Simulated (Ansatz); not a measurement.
# ClH3O2SZr: the cost of one run

Program: Ansatz 0.2.0. Level of theory: RKS BLYP-D4/def2-SVP. These are calculated values, not measurements.

## 1. The structure to begin with

Bond lengths: O1–Zr2 1.849 Å, Zr2–O3 1.849 Å, Zr2–S4 2.454 Å, Zr2–Cl5 2.280 Å, O1–H6 0.962 Å, O3–H7 0.963 Å, S4–H8 1.342 Å. Angles: O1–Zr2–O3 113.1°, O1–Zr2–S4 101.2°, O1–Zr2–Cl5 117.5°, O3–Zr2–S4 99.8°, O3–Zr2–Cl5 117.4°, S4–Zr2–Cl5 104.0°, Zr2–O1–H6 145.9°, Zr2–O3–H7 142.9°, Zr2–S4–H8 94.6°.

As a file:

```xyz
8

O    -0.9473    1.3621    0.5398
Zr    0.2342    0.4103   -0.5179
O     1.6690   -0.2686    0.4298
S    -1.0283   -1.6586   -0.9033
Cl    0.6432    1.2051   -2.6149
H    -1.2105    1.5866    1.4375
H     1.9017   -0.7497    1.2306
H    -1.2621   -1.8871    0.3983
```

## 2. End point A

input.yaml

```yaml
crystal:
  periodic: [false, false, false]
  atoms:
    - { symbol: O, position_ang: [-0.94725, 1.36206, 0.53981] }
    - { symbol: Zr, position_ang: [0.23422, 0.41025, -0.51789] }
    - { symbol: O, position_ang: [1.66897, -0.26861, 0.42977] }
    - { symbol: S, position_ang: [-1.02825, -1.65862, -0.90329] }
    - { symbol: Cl, position_ang: [0.64318, 1.20514, -2.61486] }
    - { symbol: H, position_ang: [-1.21045, 1.58659, 1.43751] }
    - { symbol: H, position_ang: [1.90168, -0.74969, 1.23062] }
    - { symbol: H, position_ang: [-1.26209, -1.88712, 0.39834] }
basis:
  gaussian: { orbitals: def2-SVP }
hamiltonian:
  xc: blyp
  dispersion: d4
relax:
  f_tol: 0.015
  max_steps: 40
```

The run is started by

```
$ ansatz run input.yaml --threads 2 --pin off --max-ram 3072MiB --backend cpu --events-out ev --progress --plain --runs-dir out
```

Q: Estimate wall time and peak memory on 2 threads of Arm Neoverse V1, shared host.

About 64 s, with a peak of 0.16 GiB.
